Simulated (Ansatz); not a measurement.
Task: a fixed-spin-moment curve of MnAu, space group Pm-3m, with the Ansatz DFT code, driven from Python. Give the script and its output. Level of theory (first run): PBEsol, PAW, the default cutoff (420 eV here), 9×9×9 k-points, Fermi-Dirac smearing of 0.1 eV, collinear spin.

```
Mn Au
1.0
     3.20776    0.00000    0.00000
     0.00000    3.20776    0.00000
     0.00000    0.00000    3.20776
Mn Au
1 1
Direct
  0.50000 0.50000 0.50000
  0.00000 0.00000 0.00000
```

The script, `mnau.py`:
```python
"""Energy of MnAu against a locked total moment."""

import warnings

import ansatz as az

config = {
    "occupations": "fermi_dirac",
    "sigma": 0.1,
    "functional": "pbesol",
    "mesh": (9, 9, 9),
}

warnings.simplefilter("ignore", az.DeckWarning)

structure = (
    az.Lattice.of((3.207758, 0.0, 0.0), (0.0, 3.207758, 0.0), (0.0, 0.0, 3.207758))
    .atom("Mn", (0.5, 0.5, 0.5))
    .atom("Au", (0.0, 0.0, 0.0))
)

calculation = (
    structure.calculation()
    .occupations(config["occupations"], width=config["sigma"])
    .functional(config["functional"])
    .kpoints(*config["mesh"])
)
# a hard lock holds the total moment, with one Fermi level a spin
rows = []
for total in [0.0, 0.8, 1.6, 2.4, 3.2, 4.0, 4.8]:
    data = calculation.spin("collinear", total=total, lock="hard").run(threads=1, backend="cpu").report
    up, down = data["spin_fermi_energies_ev"]
    rows.append((total, data["free_energy_ev"], up - down, data["absolute_magnetization_mub"]))
reference = rows[0][1]
rows = [(m, 1000 * (e - reference), split, size) for m, e, split, size in rows]
for row in rows:
    print("; ".join(f"{name} = {round(v, 4) if isinstance(v, float) else v}" for name, v in zip(["total muB", "F - F(0) meV", "EF up - down eV", "absolute muB"], row)))
best = min(rows, key=lambda row: row[1])
print(f"lowest at {best[0]} muB per cell, {best[1]:.1f} meV against the first point")
```

```console
$ python mnau.py
RunWarning: this spin-polarised run has no starting moment large enough to seed its density, and nothing else in its deck makes the two spin channels differ, so an SCF from that start keeps the [...]
total muB = 0.0; F - F(0) meV = 0.0; EF up - down eV = 0.0; absolute muB = 0.0
total muB = 0.8; F - F(0) meV = -76.8594; EF up - down eV = -0.3875; absolute muB = 0.9593
total muB = 1.6; F - F(0) meV = -314.2742; EF up - down eV = -0.7991; absolute muB = 1.8984
total muB = 2.4; F - F(0) meV = -703.7004; EF up - down eV = -1.1219; absolute muB = 2.7722
total muB = 3.2; F - F(0) meV = -1177.0646; EF up - down eV = -1.1462; absolute muB = 3.5583
total muB = 4.0; F - F(0) meV = -1467.4251; EF up - down eV = -0.1968; absolute muB = 4.1577
total muB = 4.8; F - F(0) meV = -1252.6526; EF up - down eV = 1.4297; absolute muB = 4.8034
lowest at 4.0 muB per cell, -1467.4 meV against the first point
```
(Warnings from the package without file and line, shortened.)

Total energies depend on the potentials; only differences at equal settings carry meaning. A total without «per atom» is that of the cell as typed. The mesh is modest for a metal, so energies can be off by several to tens of meV an atom and pressures by half a GPa or more; differences at equal mesh fare better. Spin-orbit coupling, which matters for elements this heavy, is left out. The structure comes from a database of computed cells and needn't be a stable or known phase. Only points where the Fermi levels of the two spins meet (minima, maxima and zero moment) are free solutions; a shallow minimum can lie between the points. The script silences the warnings on its input, which a real study should read. Run time: 46 s on 1 thread of Arm Neoverse V1 (shared host), peak memory 0.4 GiB.
